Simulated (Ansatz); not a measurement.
# C₂H₈N₂Zn: a ladder of functionals and wavefunction methods

How much do the methods differ for C₂H₈N₂Zn? The plan is to run it at one geometry with functionals of several rungs and with coupled cluster, and see how far each lands from CCSD(T) at the basis-set limit for the atomisation energy.

The runs use Ansatz 0.2.0, Gaussian basis; functionals in def2-TZVPP, the program's frozen cores in correlated methods.

The runs, in order: LDA (SPW92), PBE-D4, revPBE-D4, BLYP-D4, r2SCAN-D4, B97M-V, PBE0-D4, B3LYP-D4, r2SCANh-D4, r2SCAN0-D4, HSE06-D4, BHLYP-D4, CAM-B3LYP-D4, LC-ωPBE, ωB97X-V, ωB97M-V, B2PLYP, PBE-QIDH; CCSD(T)/def2-SVP; CCSD(T)/def2-TZVPP; MP2/def2-QZVPP; extrapolation to the limit; RPA on PBE.

### Step 1. Structure used throughout

An earlier PBE0-D4 in a triple-zeta def2 set relaxation fixed the geometry.

SMILES `C[N](C)[Zn][NH2]`, 13 atoms, charge 0, spin multiplicity 1.

Atoms are counted from 1 here; the program's logs count them from 0.

Bond lengths: C1–N2 1.437 Å, C1–H6 1.103 Å, C1–H7 1.103 Å, C1–H8 1.093 Å, N2–C3 1.436 Å, N2–Zn4 1.804 Å, C3–H9 1.103 Å, C3–H10 1.093 Å, C3–H11 1.103 Å, Zn4–N5 1.809 Å, N5–H12 1.009 Å, N5–H13 1.009 Å. Angles: N2–C1–H6 111.9°, N2–C1–H7 111.9°, N2–C1–H8 111.5°, H6–C1–H7 106.7°, H6–C1–H8 107.3°, H7–C1–H8 107.3°, C1–N2–C3 112.3°, C1–N2–Zn4 123.8°, C3–N2–Zn4 123.8°, N2–C3–H9 111.9°, N2–C3–H10 111.5°, N2–C3–H11 111.9°, H9–C3–H10 107.3°, H9–C3–H11 106.7°, H10–C3–H11 107.3°, N2–Zn4–N5 175.9°, Zn4–N5–H12 117.9°, Zn4–N5–H13 117.9° and more.

### Step 2. LDA

This LDA is Slater exchange with PW92 correlation.

in.yaml

```yaml
crystal:
  periodic: [false, false, false]
  atoms:
    - {symbol: C, position_ang: [-1.323419, -1.131349, 0.007956]}
    - {symbol: N, position_ang: [-0.063571, -0.441909, 0.057285]}
    - {symbol: C, position_ang: [1.034575, -1.329123, 0.322696]}
    - {symbol: Zn, position_ang: [0.117608, 1.336638, -0.184424]}
    - {symbol: N, position_ang: [0.170183, 3.126596, -0.444075]}
    - {symbol: H, position_ang: [-1.550003, -1.643023, 0.958021]}
    - {symbol: H, position_ang: [-1.339668, -1.903169, -0.779316]}
    - {symbol: H, position_ang: [-2.148459, -0.443835, -0.194920]}
    - {symbol: H, position_ang: [0.919361, -1.850119, 1.287659]}
    - {symbol: H, position_ang: [1.985045, -0.790480, 0.356470]}
    - {symbol: H, position_ang: [1.128767, -2.110534, -0.449611]}
    - {symbol: H, position_ang: [0.437436, 3.709746, 0.335366]}
    - {symbol: H, position_ang: [0.632145, 3.470573, -1.273096]}
basis:
  gaussian: {orbitals: def2-TZVPP}
hamiltonian: {xc: lda}
output: {orbitals: {seedname: orbitals}}
```

Launch:

```console
$ ansatz run in.yaml --threads 4 --pin off --events-out ev --progress --plain --max-ram 11315MiB
```

After this run come: PBE-D4 (GGA); revPBE-D4 (GGA); BLYP-D4 (GGA); r2SCAN-D4 (meta-GGA); B97M-V (meta-GGA); PBE0-D4 (hybrid); B3LYP-D4 (hybrid); r2SCANh-D4 (hybrid); r2SCAN0-D4 (hybrid); HSE06-D4 (hybrid); BHLYP-D4 (hybrid); CAM-B3LYP-D4 (range-separated); LC-ωPBE (range-separated); ωB97X-V (range-separated); ωB97M-V (range-separated); B2PLYP (double hybrid); PBE-QIDH (double hybrid); CCSD(T) in def2-SVP; CCSD(T) in def2-TZVPP; MP2 in def2-QZVPP; RPA on PBE orbitals.

**Question.** What will the summary of the whole plan be? Wanted: atomisation energy, CCSD(T)/CBS; farthest beyond LDA; mean size of error, GGA; mean size of error, meta-GGA; mean size of error, hybrid; mean size of error, range-separated; mean size of error, double hybrid; gap, smallest and largest; T1 diagnostic.

**Answer**, as computed:

| quantity | value |
| --- | --- |
| atomisation energy, CCSD(T)/CBS | 1051.6 kcal/mol |
| functionals within 5.3 kcal/mol (0.5 %) | revPBE-D4, BLYP-D4, r2SCAN-D4, B97M-V, PBE0-D4, B3LYP-D4, HSE06-D4, ωB97M-V |
| farthest beyond LDA | BHLYP-D4 (-32.2 kcal/mol) |
| mean size of error, GGA | 9.5 kcal/mol |
| mean size of error, meta-GGA | 2.3 kcal/mol |
| mean size of error, hybrid | 10.5 kcal/mol |
| mean size of error, range-separated | 6.2 kcal/mol |
| mean size of error, double hybrid | 8.7 kcal/mol |
| gap, smallest and largest | 3.30 eV (BLYP-D4), 10.10 eV (LC-ωPBE) |
| T1 diagnostic | 0.0148 |
| triples share of the correlation energy | 3.6 % |

**Reading.** LDA overbinds by 162.1 kcal/mol (15 %). PBE-D4 misses by +23.8 kcal/mol. Double hybrids carry the basis error of their MP2 part in triple zeta, and no dispersion term here, so their miss is partly the set-up's. By mean error the best rung here is meta-GGA (2.3 kcal/mol) and the worst beyond LDA is hybrid (10.5 kcal/mol). GGA functionals lie within the reference's doubt of that worst mean (9.5 kcal/mol), so those two tie. The mean of the hybrids holds BHLYP, with half exact exchange. Misses under about 5.3 kcal/mol are within the doubt on the reference itself, which lacks core-valence correlation, relativity and higher excitations. Hartree-Fock recovers 69 % of the binding; the rest is correlation. CCSD(T) in def2-SVP is off by -66.8 kcal/mol, which most functionals beat. Orbital gaps span 3.3 to 10.1 eV; exact exchange widens them. For Zn the d shell is correlated and the shells below it are frozen.
